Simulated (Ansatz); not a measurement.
# GeN₃H₇: small, medium and large basis sets

How large a basis does GeN₃H₇ need? Two functionals are run in growing sets.

The runs use Ansatz 0.2.0, Gaussian basis; one geometry, several basis sets.

Plan: PBE0-D4/def2-SVP; ωB97M-V/def2-SVP; PBE0-D4/def2-QZVPP; ωB97M-V/def2-QZVPP; the functionals' def2-TZVPP values are taken from earlier runs.

**1. Structure used throughout**

An earlier PBE0-D4 in a triple-zeta def2 set relaxation fixed the geometry.

SMILES `[NH2][GeH]([NH2])[NH2]`, 11 atoms, charge 0, spin multiplicity 1.

Atoms are counted from 1 here; the program's logs count them from 0.

Bond lengths: N1–Ge2 1.834 Å, N1–H5 1.009 Å, N1–H6 1.010 Å, Ge2–N3 1.834 Å, Ge2–N4 1.829 Å, Ge2–H7 1.544 Å, N3–H8 1.011 Å, N3–H9 1.010 Å, N4–H10 1.010 Å, N4–H11 1.011 Å. Angles: Ge2–N1–H5 115.8°, Ge2–N1–H6 115.8°, H5–N1–H6 109.9°, N1–Ge2–N3 108.1°, N1–Ge2–N4 115.7°, N1–Ge2–H7 105.7°, N3–Ge2–N4 101.7°, N3–Ge2–H7 118.7°, N4–Ge2–H7 107.4°, Ge2–N3–H8 114.4°, Ge2–N3–H9 115.3°, H8–N3–H9 109.3°, Ge2–N4–H10 114.5°, Ge2–N4–H11 113.3°, H10–N4–H11 108.7°.

As a file:

```
N    -1.2367    1.1270   -0.4435
Ge    0.3351    0.2884   -0.0069
N     0.0278   -0.7742    1.4558
N     0.9494   -0.9294   -1.2261
H    -1.3110    2.0938   -0.1648
H    -2.0816    0.6325   -0.1959
H     1.3913    1.4095    0.0994
H     0.8095   -1.3582    1.7190
H    -0.3202   -0.2943    2.2732
H     1.1783   -0.5397   -2.1298
H     0.3237   -1.7125   -1.3599
```

**2. PBE0-D4 in def2-SVP**

Contents of in.yaml:

```yaml
crystal:
  periodic: [false, false, false]
  atoms:
    - {symbol: N, position_ang: [-1.236700, 1.127024, -0.443468]}
    - {symbol: Ge, position_ang: [0.335069, 0.288417, -0.006942]}
    - {symbol: N, position_ang: [0.027823, -0.774183, 1.455785]}
    - {symbol: N, position_ang: [0.949406, -0.929395, -1.226098]}
    - {symbol: H, position_ang: [-1.311019, 2.093820, -0.164837]}
    - {symbol: H, position_ang: [-2.081600, 0.632479, -0.195917]}
    - {symbol: H, position_ang: [1.391307, 1.409513, 0.099408]}
    - {symbol: H, position_ang: [0.809482, -1.358179, 1.718987]}
    - {symbol: H, position_ang: [-0.320229, -0.294290, 2.273154]}
    - {symbol: H, position_ang: [1.178269, -0.539743, -2.129798]}
    - {symbol: H, position_ang: [0.323692, -1.712462, -1.359873]}
basis:
  gaussian: {orbitals: def2-SVP}
hamiltonian: {xc: pbe0, dispersion: d4}
output: {orbitals: {seedname: orbitals}}
```

Launch:

```
> ansatz run in.yaml --threads 4 --pin off --events-out ev --progress --plain --max-ram 10444MiB
```

Further steps of the session: ωB97M-V in def2-SVP; PBE0-D4 in def2-QZVPP; ωB97M-V in def2-QZVPP.

**Question.** What will the summary of the whole plan be? Wanted: PBE0-D4: double and triple zeta above quadruple; ωB97M-V: double and triple zeta above quadruple.

The runs gave:

| quantity | value |
| --- | --- |
| PBE0-D4: double and triple zeta above quadruple | 14.42, 1.53 eV |
| ωB97M-V: double and triple zeta above quadruple | 14.56, 1.48 eV |

In words: For PBE0-D4 the step from double to triple zeta gains 12.88 eV and the next only 1.53 eV. These are total energies; as a rule much of such shifts cancels in differences, which this series doesn't test. The LUMO of ωB97M-V is positive and keeps falling with the basis (3.17 to 1.61 eV): an unbound level that the basis holds in place.
